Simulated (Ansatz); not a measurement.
# CH6BNSi: one species, many methods

An exercise on one series of results from a longer session: the logs are not shown, and one member is left open.

The runs use Ansatz 0.2.0, Gaussian basis; functionals in def2-TZVPP, the program's frozen cores in correlated methods.

Levels to be run: LDA (SPW92), PBE-D4, revPBE-D4, BLYP-D4, r2SCAN-D4, B97M-V, PBE0-D4, B3LYP-D4, r2SCANh-D4, r2SCAN0-D4, HSE06-D4, BHLYP-D4, CAM-B3LYP-D4, LC-ωPBE, ωB97X-V, ωB97M-V, B2PLYP, PBE-QIDH; CCSD(T)/def2-SVP; CCSD(T)/def2-TZVPP; MP2/def2-QZVPP; extrapolation to the limit; RPA on PBE.

**The geometry**

An earlier PBE0-D4 in a triple-zeta def2 set relaxation fixed the geometry.

10 atoms, charge 0, spin multiplicity 1.

Atoms are counted from 1 here; the program's logs count them from 0.

Bond lengths: B1–C2 1.548 Å, B1–N3 1.660 Å, B1–H5 1.199 Å, B1–H6 1.199 Å, C2–N3 1.270 Å, C2–H7 1.090 Å, N3–Si4 1.746 Å, Si4–H8 1.481 Å, Si4–H9 1.481 Å, Si4–H10 1.486 Å. Angles: C2–B1–N3 46.5°, C2–B1–H5 118.6°, C2–B1–H6 118.6°, N3–B1–H5 114.5°, N3–B1–H6 114.5°, H5–B1–H6 121.0°, B1–C2–N3 71.4°, B1–C2–H7 161.1°, N3–C2–H7 127.5°, B1–N3–C2 62.1°, B1–N3–Si4 158.1°, C2–N3–Si4 139.8°, N3–Si4–H8 107.8°, N3–Si4–H9 107.8°, N3–Si4–H10 108.9°, H8–Si4–H9 110.4°, H8–Si4–H10 110.9°, H9–Si4–H10 110.9°.

The first run:

Input file in.yaml:

```yaml
crystal:
  periodic: [false, false, false]
  atoms:
    - {symbol: B, position_ang: [-1.327280, 1.098815, 0.337872]}
    - {symbol: C, position_ang: [0.159102, 1.354866, -0.010415]}
    - {symbol: N, position_ang: [-0.041047, 0.101465, 0.013982]}
    - {symbol: Si, position_ang: [0.830615, -1.392739, -0.220600]}
    - {symbol: H, position_ang: [-2.141435, 1.162893, -0.540363]}
    - {symbol: H, position_ang: [-1.659385, 1.125325, 1.489934]}
    - {symbol: H, position_ang: [1.093965, 1.874425, -0.222908]}
    - {symbol: H, position_ang: [0.178759, -2.128831, -1.327757]}
    - {symbol: H, position_ang: [0.745573, -2.169508, 1.037177]}
    - {symbol: H, position_ang: [2.244234, -1.077911, -0.553923]}
basis:
  gaussian: {orbitals: def2-TZVPP}
hamiltonian: {xc: lda}
output: {orbitals: {seedname: orbitals}}
```

Command:

```bash
ansatz run in.yaml --threads 2 --pin off --events-out ev --progress --plain --max-ram 4352MiB
```

Among the steps run: LDA; PBE-D4 (GGA); revPBE-D4 (GGA); BLYP-D4 (GGA); r2SCAN-D4 (meta-GGA); B97M-V (meta-GGA); PBE0-D4 (hybrid); B3LYP-D4 (hybrid); r2SCANh-D4 (hybrid); r2SCAN0-D4 (hybrid); HSE06-D4 (hybrid); BHLYP-D4 (hybrid); CAM-B3LYP-D4 (range-separated); LC-ωPBE (range-separated); ωB97X-V (range-separated); ωB97M-V (range-separated); B2PLYP (double hybrid); PBE-QIDH (double hybrid).

One table of the session follows, with a row left open; its other results are not shown here.

It belongs to the step «Frontier levels by functional». 

| functional | HOMO (eV) | LUMO (eV) | gap (eV) |
| --- | --- | --- | --- |
| LDA (SPW92) | -6.65 | -2.91 | 3.74 |
| PBE-D4 | -6.61 | -2.67 | 3.94 |
| revPBE-D4 | -6.59 | -2.59 | 4.00 |
| BLYP-D4 | -6.55 | -2.51 | 4.04 |
| r2SCAN-D4 | ? | ? | ? |
| B97M-V | -6.98 | -2.39 | 4.59 |
| PBE0-D4 | -7.91 | -1.54 | 6.37 |
| B3LYP-D4 | -7.74 | -1.77 | 5.97 |
| r2SCANh-D4 | -7.37 | -2.03 | 5.34 |
| r2SCAN0-D4 | -8.09 | -1.41 | 6.68 |
| HSE06-D4 | -7.51 | -1.93 | 5.57 |
| BHLYP-D4 | -9.16 | -0.28 | 8.89 |
| CAM-B3LYP-D4 | -9.34 | -0.30 | 9.04 |
| LC-ωPBE | -10.70 | 0.91 | 11.62 |
| ωB97X-V | -10.35 | 0.83 | 11.18 |
| ωB97M-V | -10.20 | 0.71 | 10.91 |

Q: Estimate the row for r2SCAN-D4 from the others.

Worked estimate for «HOMO (eV)». Against the share of exact exchange, r2SCANh-D4 (0.1, -7.37), r2SCAN0-D4 (0.25, -8.09) give a slope of -4.80 per unit share; at 0 the line stands at -6.89.

**Answer.** HOMO (eV): -6.89; LUMO (eV): -2.44; gap (eV): 4.45. In «HOMO (eV)» the line misses by 0.00.
